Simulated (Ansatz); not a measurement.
# VRu: starts and ends of a spin-polarised SCF, part 1 of 2

How much does the result for VRu depend on the starting moments? The same cell is run from several starts. The cell (2 atoms) is VRu in its deposited structure (space group Pm-3m). Source: COD entry 1527761, which need not be the ambient phase.

Program: Ansatz 0.2.0. Level of theory: DFT LDA, PAW, plane waves, scalar-relativistic. These are calculated values, not measurements.

## 1. Starting point

The structure is cubic, space group Pm-3m (No. 221). Conventional cell: a = 2.990 Å, b = 2.990 Å, c = 2.990 Å, α = 90.00°, β = 90.00°, γ = 90.00°. V (site symmetry m-3m) has 8 Ru at 2.59 Å as nearest neighbours. Ru (site symmetry m-3m) is surrounded by 8 V at 2.59 Å.

Structure file:

```
CELL_PARAMETERS angstrom
2.99000 0.00000 0.00000
0.00000 2.99000 0.00000
0.00000 0.00000 2.99000
ATOMIC_POSITIONS crystal
V 0.50000 0.50000 0.50000
Ru 0.00000 0.00000 0.00000
```

Labels such as Ru2 number the atoms in the order of the input file.

Planned first: parallel moments, plain SCF; opposed moments +-, plain SCF; no spin polarisation; spin on, no moments given (the program may seed its own), plain SCF. Further starts follow from what these give.

A plain SCF has the search for lower states switched off and ends at the first converged state. 

Site moments are integrals over atomic spheres and don't add up to the total.

## 2. Parallel moments, plain SCF

File input.yaml:

```yaml
crystal:
  lattice:
    - [2.99, 0.0, 0.0]
    - [0.0, 2.99, 0.0]
    - [0.0, 0.0, 2.99]
  atoms:
    - { symbol: V, position: [0.5, 0.5, 0.5], spin: 2.0 }
    - { symbol: Ru, position: [0.0, 0.0, 0.0], spin: 2.0 }
magnetization:
  spin_polarized: true
hamiltonian:
  xc: lda
  pseudopotentials: { kind: paw }
basis:
  ecutwfc: 420
kpoints:
  mp_grid: { grid: [9, 9, 9] }
scf:
  occupations: { method: fermi_dirac, width: 0.05 }
  lower_state_search: "off"
output:
  forces: true
  stress: true
```

The log of the run (excerpt; [...] marks lines left out):

```text
[...]
Pseudopotentials: kind: paw
Pseudopotential: V, paw, valence charge 13, recommended cutoff 420 eV (normal), V.paw.azcp
Pseudopotential: Ru, paw, valence charge 16, recommended cutoff 420 eV (normal), Ru.paw.azcp
Functional definition: SPW92
[...]
Crystal: 2 atoms, lattice volume = 26.731 Å³
Basis set: ecut = 420 eV, 485 PW (Γ)
Bands: 21, of which v1, the nominal top of the filled ones, is band 15 counted from 1 (14 counted from 0)
Symmetry: 48 space group operations
Space group: Pm-3m (ITA 221), of the structure as read, at distance tolerance 3.0e-5 Å
Magnetic group: BNS 221.92 (UNI 1594), of the structure as read, at distance tolerance 3.0e-5 Å
k-points: 35 of 729
[...]
Starting moments: Σ|m| = 4 μB on 2 of 2 sites
[...]
SCF iter   1: F=—  HF=-8620.140773 eV  |F-HF|=—  |Δ(HF+E_count)|=         —  Δρ=1.72e-1 (↑1.72e-1 ↓1.01e-1)  dr2=1.24e1  dr2_m=2.88e0  M=1.190 μB ∫|m|=1.191 μB  β_m=0.30  ethr=3.10e-3  ⟨swp⟩=5.0  Hψ=5579  notcnv=0
[...]
spin-set hold released at iteration 8 (site moments contracting): the magnetisation degrees of freedom join the quasi-Newton model from the next iteration; the mixer history was flushed
[...]
SCF iter  25: F=-8619.134702 eV  HF=-8619.134702 eV  |F-HF|=7.46e-11  |Δ(HF+E_count)|=   2.23e-9  Δρ=4.27e-7 (↑3.34e-7 ↓4.27e-7)  dr2=8.93e-11  dr2_m=9.14e-12  M=0.000 μB ∫|m|=0.000 μB  ethr=3.44e-12  ⟨swp⟩=1.0  Hψ=4392  notcnv=0
[...]
SCF converged after 25 iterations
Magnetization: 0.0004 μB (14.5002 up, 14.4998 down)
Absolute magnetization: 0.0004 μB (∫|ρ↑−ρ↓|, with the PAW one-centre terms)
Spin contamination: 0.0000 ħ² per cell (⟨S²⟩ above its minimum at these occupations)
Per-site moments (μB) at R_I (Å): [(0.0003730643468482546, 1.068134082392632), (1.1670460500724452e-5, 1.068134082392632)]
Free energy (F): -8619.134702 eV
[...]
E sigma→0 (E₀):  -8619.119818 eV
Entropy (-TS):   -0.029768 eV (-14.884 meV/atom)
Fermi energy:    20.684151 eV
[...]
--- Forces (eV/Å), atoms counted from 1 ---
  atom   1  V      0.00000000     0.00000000     0.00000000
  atom   2  Ru    -0.00000000     0.00000000     0.00000000
[...]
--- Stress (GPa, compression-positive) ---
      -11.089024       0.000000       0.000000
        0.000000     -11.089024       0.000000
        0.000000       0.000000     -11.089024
  P = ⅓ Tr σ = -11.0890 GPa (-110.890 kbar)
```

Run time: 1.6 s. Hardware: 2 threads of an x86-64 CPU, shared host; peak memory 0.36 GiB.

End: non-magnetic, no gap on the k-mesh.

## 3. Opposed moments +-, plain SCF

input.yaml: that of step 2 with these lines changed.

```diff
@@ -7,3 +7,3 @@
     - { symbol: V, position: [0.5, 0.5, 0.5], spin: 2.0 }
-    - { symbol: Ru, position: [0.0, 0.0, 0.0], spin: 2.0 }
+    - { symbol: Ru, position: [0.0, 0.0, 0.0], spin: -2.0 }
 magnetization:
```

The log of the run (excerpt; [...] marks lines left out):

```text
[... 22 lines as in an earlier run ...]
Starting moments: Σ|m| = 4 μB on 2 of 2 sites
Starting magnetic order: compensated ferrimagnet; no operation exchanges its spin sublattices
[... 2 lines as in an earlier run ...]
SCF iter   1: F=—  HF=-8620.477855 eV  |F-HF|=—  |Δ(HF+E_count)|=         —  Δρ=1.65e-1 (↑5.50e-2 ↓1.65e-1)  dr2=1.21e1  dr2_m=1.77e0  M=0.588 μB ∫|m|=1.838 μB  β_m=0.30  ethr=3.10e-3  ⟨swp⟩=5.0  Hψ=5852  notcnv=0
[...]
spin-set hold released at iteration 8 (site moments contracting): the magnetisation degrees of freedom join the quasi-Newton model from the next iteration; the mixer history was flushed
[...]
SCF iter  25: F=-8619.134702 eV  HF=-8619.134702 eV  |F-HF|=3.37e-10  |Δ(HF+E_count)|=   3.81e-9  Δρ=6.74e-7 (↑4.09e-7 ↓6.74e-7)  dr2=3.77e-10  dr2_m=5.96e-12  M=-0.000 μB ∫|m|=0.000 μB  ethr=4.03e-12  ⟨swp⟩=1.4  Hψ=4763  notcnv=0
WARN: the starting moments were not kept: the SCF closed with an absolute magnetisation of 1.7e-4 μB, where they sum to 4 μB in size (2 sites). That is at most 0.1 of that sum. Measured as dr2_m measures the in/out step, that magnetisation stands 2.1e-8 eV from none, at or under the [...]
SCF converged after 25 iterations
Magnetization: -0.0002 μB (14.4999 up, 14.5001 down)
Absolute magnetization: 0.0002 μB (∫|ρ↑−ρ↓|, with the PAW one-centre terms)
Spin contamination: 0.0000 ħ² per cell (⟨S²⟩ above its minimum at these occupations)
Per-site moments (μB) at R_I (Å): [(-0.00014991443909185659, 1.068134082392632), (-2.8099438061344185e-6, 1.068134082392632)]
Free energy (F): -8619.134702 eV
[...]
E sigma→0 (E₀):  -8619.119818 eV
Entropy (-TS):   -0.029768 eV (-14.884 meV/atom)
Fermi energy:    20.684151 eV
[... 25 lines left out: energy terms, forces, stress ...]
```

Wall time 1.7 s (2 threads of an x86-64 CPU, shared host); peak memory 0.36 GiB.

The run ends in the same state as step 2 (non-magnetic); it took 25 iterations.

## 4. No spin polarisation

input.yaml: that of step 3 with these lines changed.

```diff
@@ -6,6 +6,4 @@
   atoms:
-    - { symbol: V, position: [0.5, 0.5, 0.5], spin: 2.0 }
-    - { symbol: Ru, position: [0.0, 0.0, 0.0], spin: -2.0 }
-magnetization:
-  spin_polarized: true
+    - { symbol: V, position: [0.5, 0.5, 0.5] }
+    - { symbol: Ru, position: [0.0, 0.0, 0.0] }
 hamiltonian:
```

The log of the run (excerpt; [...] marks lines left out):

```text
[... 9 lines as in an earlier run ...]
Bands: 19, of which v1, the nominal top of the filled ones, is band 15 counted from 1 (14 counted from 0)
[... 10 lines as in an earlier run ...]
[...]
[... 2 lines as in an earlier run ...]
SCF iter   1: F=—  HF=-8619.139951 eV  |F-HF|=—  |Δ(HF+E_count)|=         —  Δρ=1.20e-2  dr2=4.43e-2  ethr=1.77e-3  ⟨swp⟩=5.0  Hψ=2648  notcnv=0
[...]
SCF iter   6: F=-8619.134702 eV  HF=-8619.134702 eV  |F-HF|=2.71e-9  |Δ(HF+E_count)|=   1.41e-7  Δρ=4.47e-6  dr2=3.21e-9  ethr=3.45e-10  ⟨swp⟩=4.2  Hψ=2358  notcnv=0
[...]
SCF converged after 6 iterations
Free energy (F): -8619.134702 eV
[...]
E sigma→0 (E₀):  -8619.119818 eV
Entropy (-TS):   -0.029768 eV (-14.884 meV/atom)
Fermi energy:    20.684151 eV
[... 25 lines left out: energy terms, forces, stress ...]
```

Wall time 0.47 s (2 threads of an x86-64 CPU, shared host); peak memory 0.36 GiB.

This is the state of step 2 again (non-magnetic), after 6 iterations.

## 5. Spin on, no moments given (the program may seed its own), plain SCF

input.yaml: that of step 4 with these lines changed.

```diff
@@ -21 +21,3 @@
   stress: true
+magnetization:
+  spin_polarized: true
```

The log of the run (excerpt; [...] marks lines left out):

```text
band count auto-derived: 22 (N_el = 29.0; filled up to band 15; 19 by the electrons, moments and atoms)
[... 9 lines as in an earlier run ...]
Bands: 22, of which v1, the nominal top of the filled ones, is band 15 counted from 1 (14 counted from 0)
[... 10 lines as in an earlier run ...]
[...]
[... 2 lines as in an earlier run ...]
SCF iter   1: F=—  HF=-8624.917977 eV  |F-HF|=—  |Δ(HF+E_count)|=         —  Δρ=1.92e-1 (↑1.92e-1 ↓1.92e-1)  dr2=6.32e1  dr2_m=0.00e0  M=0.000 μB ∫|m|=0.000 μB  β_m=0.30  ethr=3.10e-3  ⟨swp⟩=5.0  Hψ=3045  notcnv=0
[...]
SCF iter  27: F=-8619.134702 eV  HF=-8619.134702 eV  |F-HF|=8.50e-8  |Δ(HF+E_count)|=   5.00e-9  Δρ=7.51e-6 (↑7.51e-6 ↓7.51e-6)  dr2=9.12e-8  dr2_m=0.00e0  M=0.000 μB ∫|m|=0.000 μB  ethr=2.95e-11  ⟨swp⟩=3.0  Hψ=1918  notcnv=0
[...]
this state was not tested for a lower state beside it, because too few of the mixer's solves of this state at the end of the SCF gave a reading for the test (the SCF was short, the solves that were read can be of a state that the SCF has left, the mixer's history had been emptied shortly [...]
SCF converged after 27 iterations
Magnetization: 0.0000 μB (14.5000 up, 14.5000 down)
Absolute magnetization: 0.0000 μB (∫|ρ↑−ρ↓|)
Spin contamination: 0.0000 ħ² per cell (⟨S²⟩ above its minimum at these occupations)
Per-site moments (μB) at R_I (Å): [(0.0, 1.068134082392632), (0.0, 1.068134082392632)]
Free energy (F): -8619.134702 eV
[...]
E sigma→0 (E₀):  -8619.119818 eV
Entropy (-TS):   -0.029768 eV (-14.884 meV/atom)
Fermi energy:    20.684129 eV
[... 25 lines left out: energy terms, forces, stress ...]
```

It took 1.6 s on 2 threads of an x86-64 CPU, shared host; peak memory 0.36 GiB.

Nothing new: the 27 iterations lead to the state found in step 2 (non-magnetic).

## 6. Parallel moments scaled by 0.2, plain SCF

input.yaml: that of step 5 with these lines changed.

```diff
@@ -6,4 +6,6 @@
   atoms:
-    - { symbol: V, position: [0.5, 0.5, 0.5] }
-    - { symbol: Ru, position: [0.0, 0.0, 0.0] }
+    - { symbol: V, position: [0.5, 0.5, 0.5], spin: 0.4 }
+    - { symbol: Ru, position: [0.0, 0.0, 0.0], spin: 0.4 }
+magnetization:
+  spin_polarized: true
 hamiltonian:
@@ -21,3 +23 @@
   stress: true
-magnetization:
-  spin_polarized: true
```

The log of the run (excerpt; [...] marks lines left out):

```text
[... 22 lines as in an earlier run ...]
Starting moments: Σ|m| = 0.8 μB on 2 of 2 sites
[... 2 lines as in an earlier run ...]
SCF iter   1: F=—  HF=-8621.073950 eV  |F-HF|=—  |Δ(HF+E_count)|=         —  Δρ=1.03e-1 (↑1.03e-1 ↓7.98e-2)  dr2=1.22e1  dr2_m=8.49e-2  M=0.334 μB ∫|m|=0.334 μB  β_m=0.30  ethr=3.10e-3  ⟨swp⟩=5.0  Hψ=5212  notcnv=0
[...]
spin-set hold released at iteration 7 (site moments contracting): the magnetisation degrees of freedom join the quasi-Newton model from the next iteration; the mixer history was flushed
[...]
SCF iter  24: F=-8619.134702 eV  HF=-8619.134702 eV  |F-HF|=4.18e-11  |Δ(HF+E_count)|=   1.20e-9  Δρ=3.41e-7 (↑1.79e-7 ↓3.41e-7)  dr2=5.19e-11  dr2_m=4.54e-12  M=-0.000 μB ∫|m|=0.000 μB  ethr=4.62e-12  ⟨swp⟩=1.3  Hψ=4071  notcnv=0
WARN: the starting moments were not kept: the SCF closed with an absolute magnetisation of 1.7e-4 μB, where they sum to 0.8 μB in size (2 sites). That is at most 0.1 of that sum. Measured as dr2_m measures the in/out step, that magnetisation stands 2.0e-8 eV from none, at or under the [...]
SCF converged after 24 iterations
Magnetization: -0.0002 μB (14.4999 up, 14.5001 down)
Absolute magnetization: 0.0002 μB (∫|ρ↑−ρ↓|, with the PAW one-centre terms)
Spin contamination: 0.0000 ħ² per cell (⟨S²⟩ above its minimum at these occupations)
Per-site moments (μB) at R_I (Å): [(-0.00014708124141039563, 1.068134082392632), (-4.39645850499901e-6, 1.068134082392632)]
Free energy (F): -8619.134702 eV
[...]
E sigma→0 (E₀):  -8619.119818 eV
Entropy (-TS):   -0.029768 eV (-14.884 meV/atom)
Fermi energy:    20.684155 eV
[... 25 lines left out: energy terms, forces, stress ...]
```

It took 1.5 s on 2 threads of an x86-64 CPU, shared host; peak memory 0.36 GiB.

This is the state of step 2 again (non-magnetic), after 24 iterations.

(Continued in part 2 of 2.)
